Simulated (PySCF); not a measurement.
# C5H4F2: the cost of one run

The runs use PySCF 2.14.0, with density-fitted response routines of our own; the level of theory stands in each step. All values are computed, except where a source is named. Atoms are numbered from 0 throughout.

## 1. Starting geometry

11 atoms, charge 0, multiplicity 1; geometry from: GFN2-xTB. The atoms were then displaced at random by about 0.01 Å, so the start is not that level's minimum.

Bonds of the start (Å): C0–C1 1.47, C1–C2 1.22, C2–C3 1.35, C3–F4 1.36, C3–C5 1.36, C5–F6 1.35, C0–H7 1.11, C0–H8 1.05, C0–H9 1.10, C5–H10 1.08.

## 2. Geometry optimisation at PBE0-D3(BJ)/def2-SVP

The job: settings as JSON, then the geometry in Å.

```
{"job": {"xc": "PBE0", "basis": "def2-SVP", "d3": "d3bj", "grid": 1, "shake": 0.01, "kind": "geom"}, "charge": 0, "multiplicity": 1}
C      2.476090     0.002750    -0.012360
C      1.019470     0.132290    -0.132850
C     -0.194270     0.206470    -0.215800
C     -1.539000     0.323500    -0.330570
F     -2.023340     1.221950    -1.235470
C     -2.491300    -0.367180     0.347880
F     -2.129140    -1.292610     1.259020
H      2.951470     0.660060    -0.772540
H      2.759240    -1.001700    -0.146190
H      2.770610     0.349270     0.984550
H     -3.561730    -0.260620     0.238660
```

Launch:

```bash
$ OMP_NUM_THREADS=1 python probes_run.py task.json out
```

One launch serves the whole session: the jobs run in the order shown.

**Question.** How long does this first job take on 1 thread of AMD EPYC 7R43, shared host, and how much memory does it need?

About 41 s, with a peak of 0.47 GiB.
